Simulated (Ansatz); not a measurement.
# CH₂Ga (doublet): B2PLYP over vertical spin and charge gaps, def2-QZVPP

Aim: run CH₂Ga (doublet) with these functionals over vertical spin and charge gaps, and hold them against the top wave-function level at the same points.

The runs use Ansatz 0.2.0, Gaussian basis; def2-QZVPP, all electrons in the functionals, frozen cores in the correlation of double hybrids and RPA.

Plan: B2PLYP, at charge 0, doublet; charge 0, quartet; charge 1, singlet; charge 1, triplet.

8 further runs of the same task are left out: 8 set aside as unsound or not needed. Runs told in other sessions of the task aren't counted.

## 1. The system

The geometry is a PBE0/def2-TZVP stationary point (not a proven minimum). No spin-orbit coupling is included. The filled d shell of Ga may be among the frozen orbitals whatever the setting's name suggests.

4 atoms, charge 0, spin multiplicity 2.

Atoms are counted from 1 here; the program's logs count them from 0.

Bond lengths: C1–Ga2 1.974 Å, Ga2–H3 1.564 Å, Ga2–H4 1.566 Å. Angles: C1–Ga2–H3 118.1°, C1–Ga2–H4 117.3°, H3–Ga2–H4 124.6°.

Coordinates:

```xyz
4

C     0.0000    0.0014    1.7086
Ga    0.0000   -0.0001   -0.2656
H     0.0000    1.3790   -1.0034
H     0.0000   -1.3926   -0.9827
```

No dispersion term is added.

The geometry shown and the zero of energy belong to the point charge 0, doublet. The yardstick, RCCSD(T), and other wave-function levels (R restricted, U unrestricted, valence and pair active spaces) come from earlier runs.

## 2. B2PLYP, charge 0, doublet

Input file in.yaml:

```yaml
crystal:
  periodic: [false, false, false]
  atoms:
    - {symbol: C, position_ang: [0.000000, 0.001437, 1.708594]}
    - {symbol: Ga, position_ang: [0.000000, -0.000051, -0.265616]}
    - {symbol: H, position_ang: [0.000000, 1.379029, -1.003372]}
    - {symbol: H, position_ang: [0.000000, -1.392627, -0.982695]}
basis:
  gaussian: {orbitals: "def2-QZVPP.json"}
magnetization: {spin_polarized: true, initial_magnetization: 1}
hamiltonian: {xc: {name: B2PLYP}}
correlation: {electrons: outside_noble_gas}
```

Launch:

```
ansatz run in.yaml --threads 1 --pin off --events-out ev --progress --plain --max-ram 2393MiB
```

The program printed:

```text
Functional definition: B2PLYP
  name "B2PLYP"
  cite "Grimme, J. Chem. Phys. 124, 034108 (2006) doi:10.1063/1.2148954"
  cite "Becke, Phys. Rev. A 38, 3098 (1988) doi:10.1103/PhysRevA.38.3098"
  cite "Lee, Yang & Parr, Phys. Rev. B 37, 785 (1988) doi:10.1103/PhysRevB.37.785"
  parameter a = 0.53
  parameter c = 0.27
  exchange = (1 - a)*b88_x + a*exact_x
  correlation = (1 - c)*lyp_c + c*(mp2_os + mp2_ss)
1292 factors; integrals over basis functions are off by at most 9.5e-4 eV
mean field evaluation 1: about -53428.0863 eV, gradient 1.3e1 eV
mean field evaluation 2: about -53428.1013 eV, gradient 1.3e1 eV
mean field evaluation 4: about -53428.6929 eV, gradient 2.2e0 eV
mean field evaluation 8: about -53428.7108 eV, gradient 4.7e-2 eV
mean field evaluation 16: about -53428.7109 eV, gradient 8.2e-4 eV
mean field evaluation 32: about -53428.8611 eV, gradient 3.8e-1 eV
mean field -53428.94557820 eV, -1963.4775345588 hartree, gradient 9.2e-7 eV, S^2 1.384980; 5 other end points of the search recorded, 0 dependent functions left out
15 core orbitals not correlated: weight in the atoms' cores, before any rotation towards them, 0.994 or more for the frozen orbitals, at most 0.007 for the correlated occupied ones
reference -53428.94572887 eV, -1963.4775400956 hartree; 5, 4 occupied and 186, 187 virtual orbitals, 1292 factors
second order -5.78077111 eV of doubles, -0.00000000 eV of singles
Total energy: -53430.50653706 eV, -1963.5348987390 hartree
```

It took 32 s on 1 thread of Intel Xeon 6975P-C, shared host; peak memory 0.58 GiB.

From the report: ⟨S²⟩ of the determinant 1.385 (pure doublet: 0.75). The determinant of B2PLYP (⟨S²⟩ 1.38) is far from a pure spin state, so its energy mixes those of several spin states; that is harmless only where they are near-degenerate.

## 3. B2PLYP, charge 0, quartet

in.yaml, as its differences from that of step 2:

```diff
@@ -9,3 +9,3 @@
   gaussian: {orbitals: "def2-QZVPP.json"}
-magnetization: {spin_polarized: true, initial_magnetization: 1}
+magnetization: {spin_polarized: true, initial_magnetization: 3}
 hamiltonian: {xc: {name: B2PLYP}}
```

Launched as before.

The program printed, cut to the lines that bear on the results:

```text
Functional definition: B2PLYP
  name "B2PLYP"
  cite "Grimme, J. Chem. Phys. 124, 034108 (2006) doi:10.1063/1.2148954"
  cite "Becke, Phys. Rev. A 38, 3098 (1988) doi:10.1103/PhysRevA.38.3098"
  cite "Lee, Yang & Parr, Phys. Rev. B 37, 785 (1988) doi:10.1103/PhysRevB.37.785"
[...]
1292 factors; integrals over basis functions are off by at most 9.5e-4 eV
[...]
mean field -53429.20429352 eV, -1963.4870421716 hartree, gradient 1.7e-6 eV, S^2 3.754604; 0 other end points of the search recorded, 0 dependent functions left out
15 core orbitals not correlated: weight in the atoms' cores, before any rotation towards them, 0.993 or more for the frozen orbitals, at most 0.009 for the correlated occupied ones
reference -53429.20444492 eV, -1963.4870477353 hartree; 6, 3 occupied and 185, 188 virtual orbitals, 1292 factors
second order -5.59685530 eV of doubles, -0.00000000 eV of singles
Total energy: -53430.71559585 eV, -1963.5425815077 hartree
```

Run time: 8.5 s. Hardware: 1 thread of Intel Xeon 6975P-C, shared host; peak memory 0.54 GiB.

From the report: ⟨S²⟩ of the determinant 3.755 (pure quartet: 3.75).

From charge 0, doublet: -4.8 kcal/mol.

## 4. B2PLYP, charge 1, singlet

in.yaml, as its differences from that of step 3:

```diff
@@ -9,3 +9,4 @@
   gaussian: {orbitals: "def2-QZVPP.json"}
-magnetization: {spin_polarized: true, initial_magnetization: 3}
+total_charge: 1
+magnetization: {spin_polarized: true, initial_magnetization: 0}
 hamiltonian: {xc: {name: B2PLYP}}
```

Same command.

The program printed, cut to the lines that bear on the results:

```text
Functional definition: B2PLYP
  name "B2PLYP"
  cite "Grimme, J. Chem. Phys. 124, 034108 (2006) doi:10.1063/1.2148954"
  cite "Becke, Phys. Rev. A 38, 3098 (1988) doi:10.1103/PhysRevA.38.3098"
  cite "Lee, Yang & Parr, Phys. Rev. B 37, 785 (1988) doi:10.1103/PhysRevB.37.785"
[...]
1292 factors; integrals over basis functions are off by at most 9.5e-4 eV
[...]
mean field -53419.74664762 eV, -1963.1394800952 hartree, gradient 4.5e-6 eV, S^2 0.906848; 8 other end points of the search recorded, 0 dependent functions left out
15 core orbitals not correlated: weight in the atoms' cores, before any rotation towards them, 0.988 or more for the frozen orbitals, at most 0.013 for the correlated occupied ones
reference -53419.74679660 eV, -1963.1394855701 hartree; 4, 4 occupied and 187, 187 virtual orbitals, 1292 factors
second order -5.03110369 eV of doubles, -0.00000000 eV of singles
Total energy: -53421.10519460 eV, -1963.1894057758 hartree
```

It took 30 s on 1 thread of Intel Xeon 6975P-C, shared host; peak memory 0.57 GiB.

From the report: ⟨S²⟩ of the determinant 0.907 (pure singlet: 0.00). The determinant of B2PLYP (⟨S²⟩ 0.91) is far from a pure spin state, so its energy mixes those of several spin states; that is harmless only where they are near-degenerate.

From charge 0, doublet: +216.8 kcal/mol.

## 5. B2PLYP, charge 1, triplet

in.yaml, as its differences from that of step 4:

```diff
@@ -10,3 +10,3 @@
 total_charge: 1
-magnetization: {spin_polarized: true, initial_magnetization: 0}
+magnetization: {spin_polarized: true, initial_magnetization: 2}
 hamiltonian: {xc: {name: B2PLYP}}
```

Same command.

The program printed, cut to the lines that bear on the results:

```text
Functional definition: B2PLYP
  name "B2PLYP"
  cite "Grimme, J. Chem. Phys. 124, 034108 (2006) doi:10.1063/1.2148954"
  cite "Becke, Phys. Rev. A 38, 3098 (1988) doi:10.1103/PhysRevA.38.3098"
  cite "Lee, Yang & Parr, Phys. Rev. B 37, 785 (1988) doi:10.1103/PhysRevB.37.785"
[...]
1292 factors; integrals over basis functions are off by at most 9.5e-4 eV
[...]
mean field -53420.05388070 eV, -1963.1507707028 hartree, gradient 8.6e-6 eV, S^2 2.006537; 4 other end points of the search recorded, 0 dependent functions left out
15 core orbitals not correlated: weight in the atoms' cores, before any rotation towards them, 0.980 or more for the frozen orbitals, at most 0.020 for the correlated occupied ones
reference -53420.05402771 eV, -1963.1507761052 hartree; 5, 3 occupied and 186, 188 virtual orbitals, 1292 factors
second order -4.99914207 eV of doubles, -0.00000000 eV of singles
Total energy: -53421.40379607 eV, -1963.2003791774 hartree
```

Wall time 16 s (1 thread of Intel Xeon 6975P-C, shared host); peak memory 0.54 GiB.

From the report: ⟨S²⟩ of the determinant 2.007 (pure triplet: 2.00).

From charge 0, doublet: +209.9 kcal/mol.

## 6. The comparison

No level is safe as a reference over these points; RCCSD(T) serves as a yardstick only. It comes from earlier runs at the same points. Energies in kcal/mol, counted from charge 0, doublet; blanks weren't run or aren't comparable.

```csv
level,doublet to quartet,ionisation to the singlet cation,ionisation to the triplet cation
RCCSD(T),-10.5,223.8,207.9
B2PLYP,-4.8,216.8,209.9
```

Largest miss and mean time a point (RCCSD(T) took 12 min a point; shared hosts):

```csv
level,largest miss (kcal/mol),where,time a point
B2PLYP,-7.0,ionisation to the singlet cation,21 s
```

## 7. Outcome

| quantity | value |
| --- | --- |
| doublet to quartet, RCCSD(T) | -10.5 kcal/mol |
| ionisation to the singlet cation, RCCSD(T) | 223.8 kcal/mol |
| ionisation to the triplet cation, RCCSD(T) | 207.9 kcal/mol |
| largest miss, B2PLYP | -7.0 kcal/mol (ionisation to the singlet cation) |

In words: B2PLYP strays by up to 7.0 kcal/mol, at ionisation to the singlet cation. B2PLYP clearly breaks the spin symmetry at some points (⟨S²⟩ up to 0.91 above the pure value), so energy there is bought with a mixed spin. Functionals and the yardstick converge differently with the basis, so part of each miss in def2-QZVPP is the basis. The yardstick itself may be off where one determinant is a poor start.
